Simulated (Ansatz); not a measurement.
**CH₅AlBFO: a ladder of functionals and wavefunction methods**

One table from this session's results is given with a row withheld; the runs are named, their logs left out.

Program: Ansatz 0.2.0, Gaussian basis. Level of theory: functionals in def2-TZVPP, the program's frozen cores in correlated methods. These are calculated values, not measurements.

Plan: PBE-D4, r2SCAN-D4, PBE0-D4, B3LYP-D4, ωB97X-V, ωB97M-V, B2PLYP; CCSD(T)/def2-TZVPP; MP2/def2-QZVPP; extrapolation to the limit.

## Structure used throughout

An earlier PBE0-D4 in a triple-zeta def2 set relaxation fixed the geometry.

10 atoms, charge 0, spin multiplicity 1.

Atoms are counted from 1 here; the program's logs count them from 0.

Bond lengths: B1–C2 1.463 Å, B1–Al5 2.098 Å, B1–H6 1.233 Å, B1–H7 1.190 Å, C2–O3 1.324 Å, C2–F4 1.337 Å, O3–H8 0.967 Å, Al5–H9 1.587 Å, Al5–H10 1.585 Å. Angles: C2–B1–Al5 92.8°, C2–B1–H6 113.8°, C2–B1–H7 123.8°, Al5–B1–H6 72.1°, Al5–B1–H7 110.8°, H6–B1–H7 121.7°, B1–C2–O3 127.2°, B1–C2–F4 122.2°, O3–C2–F4 110.6°, C2–O3–H8 110.1°, B1–Al5–H9 122.4°, B1–Al5–H10 115.4°, H9–Al5–H10 121.5°.

Set-up of the first run:

Contents of in.yaml:

```yaml
crystal:
  periodic: [false, false, false]
  atoms:
    - {symbol: B, position_ang: [-0.219469, 0.070813, -1.076775]}
    - {symbol: C, position_ang: [-0.075844, -1.085973, -0.192665]}
    - {symbol: O, position_ang: [-0.870761, -1.432315, 0.807798]}
    - {symbol: F, position_ang: [0.932083, -1.955505, -0.314123]}
    - {symbol: Al, position_ang: [0.401551, 1.412882, 0.411240]}
    - {symbol: H, position_ang: [-1.177139, 0.794981, -0.797416]}
    - {symbol: H, position_ang: [0.411171, 0.223967, -2.073945]}
    - {symbol: H, position_ang: [-0.411028, -2.040271, 1.402152]}
    - {symbol: H, position_ang: [0.105463, 1.171165, 1.951300]}
    - {symbol: H, position_ang: [0.987174, 2.789055, -0.114665]}
basis:
  gaussian: {orbitals: def2-TZVPP}
hamiltonian: {xc: pbe, dispersion: d4}
output: {forces: true, orbitals: {seedname: orbitals}}
```

On the command line:

```sh
$ ansatz run in.yaml --threads 4 --pin off --events-out ev --progress --plain --max-ram 10444MiB
```

Among the steps run: PBE-D4 (GGA); r2SCAN-D4 (meta-GGA); PBE0-D4 (hybrid); B3LYP-D4 (hybrid); ωB97X-V (range-separated); ωB97M-V (range-separated); B2PLYP (double hybrid); CCSD(T) in def2-TZVPP; MP2 in def2-QZVPP.

One table of the session follows, with a row left open; its other results are not shown here.

| method | atomisation energy (kJ/mol) |
| --- | --- |
| PBE-D4 | 3472.5 |
| r2SCAN-D4 | 3418.4 |
| PBE0-D4 | 3383.3 |
| B3LYP-D4 | 3373.6 |
| ωB97X-V | 3382.6 |
| ωB97M-V | 3392.3 |
| B2PLYP | 3334.1 |
| HF/def2-TZVPP | ? |
| MP2/def2-TZVPP | 3353.0 |
| CCSD/def2-TZVPP | 3215.3 |
| CCSD(T)/def2-TZVPP | 3277.0 |
| MP2/CBS | 3441.3 |
| CCSD(T)/CBS | 3365.3 |

Estimate the missing values for HF/def2-TZVPP.

The run gave: atomisation energy (kJ/mol): 2388.8. In the column «atomisation energy (kJ/mol)» it is the lowest.
